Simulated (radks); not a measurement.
# Valence configurations of Cd³⁺

Aim: which of several valence configurations of Cd³⁺ lies lowest at this level, and whether it is the one NIST lists ([Kr] 4d9).

Method: Dirac Kohn-Sham, PBE, spin-unpolarised, spherical densities, point nucleus; open shells are shared between the two j in proportion to 2j + 1. Code: radks (a radial shooting solver on a logarithmic mesh, Libxc functionals) version 1.

## 1. Starting point

```
element       : cadmium (Z = 48)
charge        : +3
electrons     : 45
configuration : [Kr] 4d9
others tried  : 4d8 5p1; 4d8 5s0.5 5p0.5; 4d8.5 5s0.5; 4d7 5s2; 4d8 5s1; 4d8.5 5p0.5; 4d7 5p2
```

Outer shells as boxes (Hund's rule):

Cd³⁺
```
[Kr] core
4d [↑↓][↑↓][↑↓][↑↓][↑ ]
```

## 2. [Kr] 4d9

Settings of this run:

```text
Z 48
configuration [Kr] 4d9
relativity Dirac
functional pbe,pbe
spin unpolarised
j_filling average
nucleus point
c 137.035999084
```

## 3. [Kr] 4d8 5p1

Input: that of step 2 with these lines changed.

```diff
@@ -1,3 +1,3 @@
 Z 48
-configuration [Kr] 4d9
+configuration [Kr] 4d8 5p1
 relativity Dirac
```

## 4. [Kr] 4d8 5s0.5 5p0.5

Input: that of step 3 with these lines changed.

```diff
@@ -1,3 +1,3 @@
 Z 48
-configuration [Kr] 4d8 5p1
+configuration [Kr] 4d8 5s0.5 5p0.5
 relativity Dirac
```

## 5. [Kr] 4d8.5 5s0.5

Input: that of step 4 with these lines changed.

```diff
@@ -1,3 +1,3 @@
 Z 48
-configuration [Kr] 4d8 5s0.5 5p0.5
+configuration [Kr] 4d8.5 5s0.5
 relativity Dirac
```

## 6. [Kr] 4d7 5s2

Input: that of step 5 with these lines changed.

```diff
@@ -1,3 +1,3 @@
 Z 48
-configuration [Kr] 4d8.5 5s0.5
+configuration [Kr] 4d7 5s2
 relativity Dirac
```

## 7. [Kr] 4d8 5s1

Input: that of step 6 with these lines changed.

```diff
@@ -1,3 +1,3 @@
 Z 48
-configuration [Kr] 4d7 5s2
+configuration [Kr] 4d8 5s1
 relativity Dirac
```

## 8. [Kr] 4d8.5 5p0.5

Input: that of step 7 with these lines changed.

```diff
@@ -1,3 +1,3 @@
 Z 48
-configuration [Kr] 4d8 5s1
+configuration [Kr] 4d8.5 5p0.5
 relativity Dirac
```

## 9. [Kr] 4d7 5p2

Input: that of step 8 with these lines changed.

```diff
@@ -1,3 +1,3 @@
 Z 48
-configuration [Kr] 4d8.5 5p0.5
+configuration [Kr] 4d7 5p2
 relativity Dirac
```

Before running it: what results should come out? Wanted: for each run, valence; E − E(NIST configuration); highest level; its energy; 1s shift.

**Answer**, as computed:

```tsv
valence	E − E(NIST configuration) (eV)	highest level	its energy (eV)	1s shift (eV)
4d9	0.000	4d5/2	-45.503	+0.00
4d8.5 5s0.5	7.100	5s1/2	-33.275	-3.16
4d8.5 5p0.5	11.216	5p3/2	-25.173	-3.83
4d8 5s1	14.871	5s1/2	-34.275	-6.41
4d8 5s0.5 5p0.5	19.101	5p3/2	-25.920	-7.07
4d8 5p1	23.354	5p3/2	-26.245	-7.73
4d7 5s2	32.483	5s1/2	-36.276	-13.17
4d7 5p2	50.444	5p3/2	-28.352	-15.72
```

In words: Theory agrees with NIST among these: the next, 4d8.5 5s0.5, lies 7.100 eV higher. The energies are those of spherical spin-averaged densities, not of single terms. The 1s eigenvalue shifts by up to 15.72 eV as the valence charge is rearranged.
